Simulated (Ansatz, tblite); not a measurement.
# RuO4(NH3) (H₃NO₄Ru): removing and adding an electron

What does removing or adding an electron cost or gain for RuO4(NH3) (H₃NO₄Ru)? Each charged state is run at several levels.

Computed with Ansatz 0.2.0, Gaussian basis. Level: as each input shows.

Levels to be run: charge +1 doublet, at the geometry of the singlet (PBE0-D4/def2-TZVP, PBE-D4/def2-TZVP, BHLYP-D4/def2-TZVP, CCSD(T)/def2-SVP); charge -1 doublet, at the geometry of the singlet (PBE0-D4/def2-TZVPD, PBE-D4/def2-TZVPD, BHLYP-D4/def2-TZVPD); the starting singlet's energies come from earlier runs.

3 further runs of the same task are left out: 3 set aside as unsound or not needed. Runs told in other sessions of the task aren't counted.

### Step 1. The relaxed structure

The geometry is that of the singlet, from an earlier relaxation (PBE-D4/def2-SVP).

9 atoms, charge 0, spin multiplicity 1.

Atoms are counted from 1 here; the program's logs count them from 0.

Bond lengths: Ru1–O2 1.700 Å, Ru1–N3 2.522 Å, Ru1–O7 1.707 Å, Ru1–O8 1.707 Å, Ru1–O9 1.707 Å, N3–H4 1.028 Å, N3–H5 1.028 Å, N3–H6 1.028 Å. Angles: O2–Ru1–N3 180.0°, O2–Ru1–O7 103.4°, O2–Ru1–O8 103.4°, O2–Ru1–O9 103.4°, N3–Ru1–O7 76.6°, N3–Ru1–O8 76.6°, N3–Ru1–O9 76.6°, O7–Ru1–O8 114.8°, O7–Ru1–O9 114.8°, O8–Ru1–O9 114.8°, Ru1–N3–H4 111.3°, Ru1–N3–H5 111.3°, Ru1–N3–H6 111.2°, H4–N3–H5 107.6°, H4–N3–H6 107.6°, H5–N3–H6 107.6°.

Formally the metal is d0. Ru takes a core potential in the def2 sets. No spin-orbit coupling is included.

### Step 2. Charge +1 doublet at the fixed geometry, PBE0-D4/def2-TZVP

Contents of in.yaml:

```yaml
crystal:
  periodic: [false, false, false]
  atoms:
    - {symbol: Ru, position_ang: [-0.000166, 0.002007, 1.188246]}
    - {symbol: O, position_ang: [-0.001026, 0.004772, 2.887904]}
    - {symbol: N, position_ang: [0.000744, -0.002284, -1.333567]}
    - {symbol: H, position_ang: [0.513246, -0.812120, -1.706329]}
    - {symbol: H, position_ang: [0.444550, 0.846067, -1.708766]}
    - {symbol: H, position_ang: [-0.957137, -0.042523, -1.705344]}
    - {symbol: O, position_ang: [1.660278, 0.013951, 0.793398]}
    - {symbol: O, position_ang: [-0.841130, 1.432863, 0.789882]}
    - {symbol: O, position_ang: [-0.819349, -1.442723, 0.794586]}
basis:
  gaussian: {orbitals: def2-TZVP}
total_charge: 1
magnetization: {spin_polarized: true, initial_magnetization: 1}
hamiltonian: {xc: pbe0, dispersion: d4}
scf: {omitted_lower_state_checks: [starts]}
output: {orbitals: {seedname: orbitals}}
```

On the command line:

```console
$ ansatz run in.yaml --threads 4 --pin off --events-out ev --progress --plain --max-ram 4787MiB
```

What it wrote:

```text
Functional definition: PBE0
  name "PBE0"
  cite "Adamo & Barone, J. Chem. Phys. 110, 6158 (1999) doi:10.1063/1.478522"
  cite "Perdew, Burke & Ernzerhof, Phys. Rev. Lett. 77, 3865 (1996) doi:10.1103/PhysRevLett.77.3865"
  parent pbe
  parameter a = 0.25
  parameter kappa = 0.804
  parameter beta = 0.06672455060314922
  exchange = (1 - a)*pbe_x(kappa = kappa, mu = beta*pi^2/3) + a*exact_x
  correlation = pbe_c(beta = beta)
these checks for a lower state are left out or cut short: starts
1269 factors; their error is unknown
mean field evaluation 1: about -12264.4038 eV, gradient 9.3e1 eV
mean field evaluation 2: about -12081.6149 eV, gradient 2.4e2 eV
mean field evaluation 4: about -12256.7574 eV, gradient 8.8e1 eV
mean field evaluation 8: about -12289.8896 eV, gradient 7.1e0 eV
mean field evaluation 16: about -12290.2760 eV, gradient 1.7e-1 eV
mean field evaluation 32: about -12290.3100 eV, gradient 7.3e-4 eV
mean field -12290.30995379 eV, -451.6605601303 hartree, gradient 3.6e-5 eV, S^2 1.448215; 0 other end points of the search recorded, 0 dependent functions left out
reference -12290.30998592 eV, -451.6605613113 hartree; 29, 28 occupied and 184, 185 virtual orbitals, 1269 factors
Total energy: -12290.48508040 eV, -451.6669959148 hartree
Checks for a lower state left out: starts
```

It took 8.5 s on 4 threads of Arm Neoverse V1, shared host; peak memory 0.72 GiB.

HOMO -15.26 eV, LUMO -12.13 eV (over both spins); ⟨S²⟩ 1.448 (pure: 0.75). Doubts: spin contamination.

### Step 3. Charge +1 doublet at the fixed geometry, PBE-D4/def2-TZVP

start.molden holds the orbitals of an earlier run on this state, given as this run's starting guess.

in.yaml: that of step 2 with these lines changed.

```diff
@@ -13,6 +13,6 @@
 basis:
-  gaussian: {orbitals: def2-TZVP}
+  gaussian: {orbitals: def2-TZVP, initial_orbitals: start.molden}
 total_charge: 1
 magnetization: {spin_polarized: true, initial_magnetization: 1}
-hamiltonian: {xc: pbe0, dispersion: d4}
+hamiltonian: {xc: pbe, dispersion: d4}
 scf: {omitted_lower_state_checks: [starts]}
```

The command is unchanged.

What it wrote:

```text
Functional definition: PBE
  name "PBE"
  cite "Perdew, Burke & Ernzerhof, Phys. Rev. Lett. 77, 3865 (1996) doi:10.1103/PhysRevLett.77.3865"
  parent pbe
  parameter kappa = 0.804
  parameter beta = 0.06672455060314922
  exchange = pbe_x(kappa = kappa, mu = beta*pi^2/3)
  correlation = pbe_c(beta = beta)
these checks for a lower state are left out or cut short: starts
1245 factors; their error is unknown
mean field evaluation 1: about -12294.2491 eV, gradient 8.5e0 eV
mean field evaluation 2: about -12294.7372 eV, gradient 1.1e0 eV
mean field evaluation 4: about -12294.8199 eV, gradient 4.4e-2 eV
mean field evaluation 8: about -12294.8051 eV, gradient 2.1e-5 eV
mean field evaluation 16: about -12294.8051 eV, gradient 5.6e-6 eV
mean field -12294.80507285 eV, -451.8257527092 hartree, gradient 5.6e-6 eV, S^2 0.809340; 0 other end points of the search recorded, 0 dependent functions left out
reference -12294.80511606 eV, -451.8257542970 hartree; 29, 28 occupied and 184, 185 virtual orbitals, 1245 factors
Total energy: -12295.01366948 eV, -451.8334184937 hartree
Checks for a lower state left out: starts
```

Run time: 5.5 s. Hardware: 4 threads of Arm Neoverse V1, shared host.

HOMO -13.80 eV, LUMO -13.39 eV (over both spins); ⟨S²⟩ 0.809 (pure: 0.75).

### Step 4. Charge +1 doublet at the fixed geometry, BHLYP-D4/def2-TZVP

in.yaml: that of step 3 with these lines changed.

```diff
@@ -16,3 +16,3 @@
 magnetization: {spin_polarized: true, initial_magnetization: 1}
-hamiltonian: {xc: pbe, dispersion: d4}
+hamiltonian: {xc: {name: BHLYP}, dispersion: d4}
 scf: {omitted_lower_state_checks: [starts]}
```

Same command.

What it wrote:

```text
Functional definition: BHLYP
  name "BHLYP"
  cite "Becke, J. Chem. Phys. 98, 1372 (1993) doi:10.1063/1.464304"
  cite "Becke, Phys. Rev. A 38, 3098 (1988) doi:10.1103/PhysRevA.38.3098"
  cite "Lee, Yang & Parr, Phys. Rev. B 37, 785 (1988) doi:10.1103/PhysRevB.37.785"
  parameter a = 0.5
  exchange = (1 - a)*b88_x + a*exact_x
  correlation = lyp_c
these checks for a lower state are left out or cut short: starts
1454 factors; their error is unknown
mean field evaluation 1: about -12289.8245 eV, gradient 6.5e0 eV
mean field evaluation 2: about -12290.3607 eV, gradient 2.4e0 eV
mean field evaluation 4: about -12290.4901 eV, gradient 2.6e-1 eV
mean field evaluation 8: about -12290.4907 eV, gradient 3.8e-5 eV
mean field -12290.49067159 eV, -451.6672013870 hartree, gradient 3.8e-5 eV, S^2 2.167082; 0 other end points of the search recorded, 0 dependent functions left out
reference -12290.49084545 eV, -451.6672077763 hartree; 29, 28 occupied and 184, 185 virtual orbitals, 1454 factors
Total energy: -12290.75192933 eV, -451.6768024320 hartree
Checks for a lower state left out: starts
```

Run time: 19 s. Hardware: 4 threads of Arm Neoverse V1, shared host; peak memory 1.1 GiB.

Report: HOMO -16.73 eV, LUMO -10.29 eV (over both spins); ⟨S²⟩ 2.167 (pure: 0.75). Doubts: spin contamination.

### Step 5. Charge +1 doublet at the fixed geometry, CCSD(T)/def2-SVP

in.yaml: that of step 4 with these lines changed.

```diff
@@ -13,7 +13,7 @@
 basis:
-  gaussian: {orbitals: def2-TZVP, initial_orbitals: start.molden}
+  gaussian: {orbitals: def2-SVP, initial_orbitals: start.molden}
 total_charge: 1
 magnetization: {spin_polarized: true, initial_magnetization: 1}
-hamiltonian: {xc: {name: BHLYP}, dispersion: d4}
-scf: {omitted_lower_state_checks: [starts]}
+correlation: {method: ccsd_t}
+scf: {omitted_lower_state_checks: [starts, cluster_reference]}
 output: {orbitals: {seedname: orbitals}}
```

Same command.

What it wrote (excerpt; [...] marks lines left out):

```text
Functional definition: HF
  name "HF"
  cite "Fock, Z. Phys. 61, 126 (1930) doi:10.1007/BF01340294"
  parent pbe
[...]
1138 factors; integrals over basis functions are off by at most 1.6e-3 eV
[...]
mean field -12214.83454152 eV, -448.8868898888 hartree, gradient 2.0e-6 eV, S^2 2.749881; 0 other end points of the search recorded, 0 dependent functions left out
5 core orbitals not correlated: weight in the atoms' cores, before any rotation towards them, 1.000 or more for the frozen orbitals, at most 0.000 for the correlated occupied ones
reference -12214.83454152 eV, -448.8868898888 hartree; 24, 23 occupied and 87, 88 virtual orbitals, 1138 factors
second order -34.44714507 eV of doubles, -0.00000000 eV of singles
cycle   1  -32.31236045 eV  change     2.1e0 eV  update   3.3e-1
[...]
cycle  18  -36.49140390 eV  change    3.8e-5 eV  update   2.0e-5
perturbative correction -2.35784650 eV, -0.0866492608 hartree
WARN: the results are in doubt because among natural orbitals full CI differs from the method by -0.122 eV
Total energy: -12253.68379193 eV, -450.3145735082 hartree
In doubt: among natural orbitals full CI differs from the method by -0.122 eV
Checks for a lower state left out: starts, cluster_reference
```

Wall time 1.9 min (4 threads of Arm Neoverse V1, shared host); peak memory 2.1 GiB.

From the report: Hartree-Fock HOMO -18.79 eV, LUMO -5.69 eV (over both spins); ⟨S²⟩ 2.750 (pure: 0.75); T1 0.084. Doubts: state flagged by the program, large T1 diagnostic, spin contamination.

### Step 6. Vertical ionisation energy

Charged state less starting state, singlet to doublet; the starting state's energies are those of its earlier runs.

| level | vertical ionisation energy (eV) | time |
| --- | --- | --- |
| HF/def2-SVP† | +4.35 |  |
| PBE-D4/def2-TZVP | +10.36 | 7.7 s |
| PBE0-D4/def2-TZVP† | +10.42 | 13 s |
| BHLYP-D4/def2-TZVP† | +9.56 | 22 s |
| MP2/def2-SVP† | +19.39 |  |
| CCSD/def2-SVP† | +9.78 |  |
| CCSD(T)/def2-SVP† | +11.09 | 2.6 min |

Times add the two runs; a level without a time comes out of a correlated run. † marks a level with a doubtful state (flagged, unstable, out of aufbau order, or strongly spin-contaminated); such levels are left out of the summary. CCSD(T)/def2-SVP is no safe reference here (large T1 diagnostic, restricted state is unstable towards broken spin symmetry, spin contamination, state flagged by the program).

Beside −ε(HOMO) of the starting state:

| level | −ε(HOMO) (eV) | by difference (eV) | mismatch (eV) |
| --- | --- | --- | --- |
| PBE-D4/def2-TZVP | 7.23 | 10.36 | -3.13 |

### Step 7. Charge -1 doublet at the fixed geometry, PBE0-D4/def2-TZVPD

in.yaml: that of step 5 with these lines changed.

```diff
@@ -13,7 +13,7 @@
 basis:
-  gaussian: {orbitals: def2-SVP, initial_orbitals: start.molden}
-total_charge: 1
+  gaussian: {orbitals: def2-TZVPD}
+total_charge: -1
 magnetization: {spin_polarized: true, initial_magnetization: 1}
-correlation: {method: ccsd_t}
-scf: {omitted_lower_state_checks: [starts, cluster_reference]}
+hamiltonian: {xc: pbe0, dispersion: d4}
+scf: {omitted_lower_state_checks: [starts]}
 output: {orbitals: {seedname: orbitals}}
```

Same command.

What it wrote (excerpt; [...] marks lines left out):

```text
Functional definition: PBE0
  name "PBE0"
  cite "Adamo & Barone, J. Chem. Phys. 110, 6158 (1999) doi:10.1063/1.478522"
  cite "Perdew, Burke & Ernzerhof, Phys. Rev. Lett. 77, 3865 (1996) doi:10.1103/PhysRevLett.77.3865"
  parent pbe
[...]
1446 factors; their error is unknown
[...]
mean field -12303.41597152 eV, -452.1421973983 hartree, gradient 5.8e-6 eV, S^2 0.757235; 0 other end points of the search recorded, 0 dependent functions left out
reference -12303.41601631 eV, -452.1421990446 hartree; 30, 29 occupied and 234, 235 virtual orbitals, 1446 factors
Total energy: -12303.63669773 eV, -452.1503089371 hartree
Checks for a lower state left out: starts
```

It took 28 s on 4 threads of Arm Neoverse V1, shared host; peak memory 1.4 GiB.

From the report: HOMO -0.59 eV, LUMO 1.84 eV (over both spins); ⟨S²⟩ 0.757 (pure: 0.75).

### Step 8. Charge -1 doublet at the fixed geometry, PBE-D4/def2-TZVPD

in.yaml: that of step 7 with these lines changed.

```diff
@@ -13,6 +13,6 @@
 basis:
-  gaussian: {orbitals: def2-TZVPD}
+  gaussian: {orbitals: def2-TZVPD, initial_orbitals: start.molden}
 total_charge: -1
 magnetization: {spin_polarized: true, initial_magnetization: 1}
-hamiltonian: {xc: pbe0, dispersion: d4}
+hamiltonian: {xc: pbe, dispersion: d4}
 scf: {omitted_lower_state_checks: [starts]}
```

The command is unchanged.

What it wrote:

```text
Functional definition: PBE
  name "PBE"
  cite "Perdew, Burke & Ernzerhof, Phys. Rev. Lett. 77, 3865 (1996) doi:10.1103/PhysRevLett.77.3865"
  parent pbe
  parameter kappa = 0.804
  parameter beta = 0.06672455060314922
  exchange = pbe_x(kappa = kappa, mu = beta*pi^2/3)
  correlation = pbe_c(beta = beta)
these checks for a lower state are left out or cut short: starts
1422 factors; their error is unknown
mean field evaluation 1: about -12306.8717 eV, gradient 8.5e0 eV
mean field evaluation 2: about -12307.0857 eV, gradient 2.4e-1 eV
mean field evaluation 4: about -12307.0737 eV, gradient 1.9e-3 eV
mean field evaluation 8: about -12307.0737 eV, gradient 5.5e-5 eV
mean field -12307.07373874 eV, -452.2766178645 hartree, gradient 2.8e-6 eV, S^2 0.752089; 0 other end points of the search recorded, 0 dependent functions left out
reference -12307.07379516 eV, -452.2766199377 hartree; 30, 29 occupied and 234, 235 virtual orbitals, 1422 factors
Total energy: -12307.33634276 eV, -452.2862683843 hartree
Checks for a lower state left out: starts
```

It took 14 s on 4 threads of Arm Neoverse V1, shared host; peak memory 0.92 GiB.

From the report: HOMO 1.30 eV, LUMO 1.31 eV (over both spins); ⟨S²⟩ 0.752 (pure: 0.75). Doubts: highest occupied level lies above zero.

### Step 9. Charge -1 doublet at the fixed geometry, BHLYP-D4/def2-TZVPD

in.yaml: that of step 8 with these lines changed.

```diff
@@ -16,3 +16,3 @@
 magnetization: {spin_polarized: true, initial_magnetization: 1}
-hamiltonian: {xc: pbe, dispersion: d4}
+hamiltonian: {xc: {name: BHLYP}, dispersion: d4}
 scf: {omitted_lower_state_checks: [starts]}
```

Same command.

What it wrote:

```text
Functional definition: BHLYP
  name "BHLYP"
  cite "Becke, J. Chem. Phys. 98, 1372 (1993) doi:10.1063/1.464304"
  cite "Becke, Phys. Rev. A 38, 3098 (1988) doi:10.1103/PhysRevA.38.3098"
  cite "Lee, Yang & Parr, Phys. Rev. B 37, 785 (1988) doi:10.1103/PhysRevB.37.785"
  parameter a = 0.5
  exchange = (1 - a)*b88_x + a*exact_x
  correlation = lyp_c
these checks for a lower state are left out or cut short: starts
1619 factors; their error is unknown
mean field evaluation 1: about -12303.2985 eV, gradient 6.4e0 eV
mean field evaluation 2: about -12303.4473 eV, gradient 2.0e-1 eV
mean field evaluation 4: about -12303.5438 eV, gradient 2.2e-2 eV
mean field evaluation 8: about -12303.5438 eV, gradient 6.1e-5 eV
mean field -12303.54384478 eV, -452.1468966542 hartree, gradient 8.7e-6 eV, S^2 0.769259; 0 other end points of the search recorded, 0 dependent functions left out
reference -12303.54404703 eV, -452.1469040866 hartree; 30, 29 occupied and 234, 235 virtual orbitals, 1619 factors
Total energy: -12303.86816262 eV, -452.1588151149 hartree
Checks for a lower state left out: starts
```

It took 31 s on 4 threads of Arm Neoverse V1, shared host; peak memory 1.5 GiB.

HOMO -2.61 eV, LUMO 2.41 eV (over both spins); ⟨S²⟩ 0.769 (pure: 0.75).

### Step 10. Vertical electron affinity

Starting state less charged state (positive: the electron is bound), singlet to doublet; the starting state's energies are those of its earlier runs.

```csv
level,vertical electron affinity (eV),time
PBE-D4/def2-TZVPD,+1.86,17 s
PBE0-D4/def2-TZVPD,+2.63,32 s
BHLYP-D4/def2-TZVPD,+3.45,37 s
```

Times add the two runs; a level without a time comes out of a correlated run.

Beside −ε(LUMO) of the starting state:

```csv
level,−ε(LUMO) (eV),by difference (eV),mismatch (eV)
PBE-D4/def2-TZVPD,5.03,1.86,+3.17
PBE0-D4/def2-TZVPD,4.65,2.63,+2.02
BHLYP-D4/def2-TZVPD,4.19,3.45,+0.74
```

### Step 11. Results

| quantity | value |
| --- | --- |
| vertical ionisation energy, functionals in def2-TZVP | 10.36 eV (PBE-D4) |
| vertical electron affinity, functionals in def2-TZVPD | 1.86 (PBE-D4) to 3.45 eV (BHLYP-D4) |

In words: The vertical ionisation energy is 10.36 eV at PBE-D4/def2-TZVP. The vertical electron affinity spans 1.86 to 3.45 eV over the functionals. The anion's highest level lies above zero where self-interaction lifts it, so diffuse functions weigh on these values. −ε(LUMO) misses the level's own difference by +0.74 eV at best (BHLYP-D4) and +3.17 eV at worst (PBE-D4). The charged states' spins were chosen beforehand and needn't be their lowest.

The anion's highest level is positive in at least one run, so there the basis alone may hold the extra electron.
